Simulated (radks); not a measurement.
**Valence configurations of Hg**

NIST gives [Hg] as the ground configuration of Hg. Does this level of theory agree? Several fillings of the valence shells are run.

Method: Dirac Kohn-Sham, PBE, spin-unpolarised, spherical densities, finite nucleus; open shells fill j = l - 1/2 first. Code: radks (a radial shooting solver on a logarithmic mesh, Libxc functionals) version 1.

## 1. The system

| Item | Value |
| --- | --- |
| element | mercury (Z = 80) |
| charge | 0 |
| electrons | 80 |
| configuration | [Hg] |
| nuclear rms radius | 5.4648 fm |
| others tried | [Xe] 4f13 5d10 6s2 6p1; [Xe] 4f14 5d10 6s1 6p1; [Xe] 4f13.5 5d9.5 6s2 6p1; [Xe] 4f13.5 5d10 6s2 6p0.5; [Xe] 4f14 5d9.5 6s2 6p0.5 |

## 2. [Hg]

The run's settings:

```text
Z 80
configuration [Hg]
relativity Dirac
functional pbe,pbe
spin unpolarised
j_filling energy
nucleus finite rms 5.4648 fm
c 137.035999084
```

Run with:

```sh
$ python run_ks.py task.json out
```

This one command runs every case of the session in turn.

## 3. [Xe] 4f13 5d10 6s2 6p1

Input: that of step 2 with these lines changed.

```diff
@@ -1,3 +1,3 @@
 Z 80
-configuration [Hg]
+configuration [Xe] 4f13 5d10 6s2 6p1
 relativity Dirac
```

## 4. [Xe] 4f14 5d10 6s1 6p1

Input: that of step 3 with these lines changed.

```diff
@@ -1,3 +1,3 @@
 Z 80
-configuration [Xe] 4f13 5d10 6s2 6p1
+configuration [Xe] 4f14 5d10 6s1 6p1
 relativity Dirac
```

## 5. [Xe] 4f13.5 5d9.5 6s2 6p1

Input: that of step 4 with these lines changed.

```diff
@@ -1,3 +1,3 @@
 Z 80
-configuration [Xe] 4f14 5d10 6s1 6p1
+configuration [Xe] 4f13.5 5d9.5 6s2 6p1
 relativity Dirac
```

## 6. [Xe] 4f13.5 5d10 6s2 6p0.5

Input: that of step 5 with these lines changed.

```diff
@@ -1,3 +1,3 @@
 Z 80
-configuration [Xe] 4f13.5 5d9.5 6s2 6p1
+configuration [Xe] 4f13.5 5d10 6s2 6p0.5
 relativity Dirac
```

## 7. [Xe] 4f14 5d9.5 6s2 6p0.5

Input: that of step 6 with these lines changed.

```diff
@@ -1,3 +1,3 @@
 Z 80
-configuration [Xe] 4f13.5 5d10 6s2 6p0.5
+configuration [Xe] 4f14 5d9.5 6s2 6p0.5
 relativity Dirac
```

Before running it: what results should come out? Wanted: for each run, valence; E − E(NIST configuration); highest level; its energy; 1s shift.

The runs gave:

```tsv
valence	E − E(NIST configuration) (eV)	highest level	its energy (eV)	1s shift (eV)
[Hg]	0.000	6s1/2	-6.823	+0.00
[Xe] 4f14 5d9.5 6s2 6p0.5	4.122	6p1/2	-2.235	-2.48
[Xe] 4f14 5d10 6s1 6p1	5.427	6p1/2	-2.410	-1.73
[Xe] 4f13.5 5d10 6s2 6p0.5	48.048	6p1/2	-2.224	-8.76
[Xe] 4f13.5 5d9.5 6s2 6p1	53.116	6p1/2	-2.827	-11.25
[Xe] 4f13 5d10 6s2 6p1	100.06	6p1/2	-2.823	-17.70
```

**Reading.** Theory agrees with NIST among these: the next, [Xe] 4f14 5d9.5 6s2 6p0.5, lies 4.122 eV higher. The energies are those of spherical spin-averaged densities, not of single terms. The 1s eigenvalue shifts by up to 17.70 eV as the valence charge is rearranged.
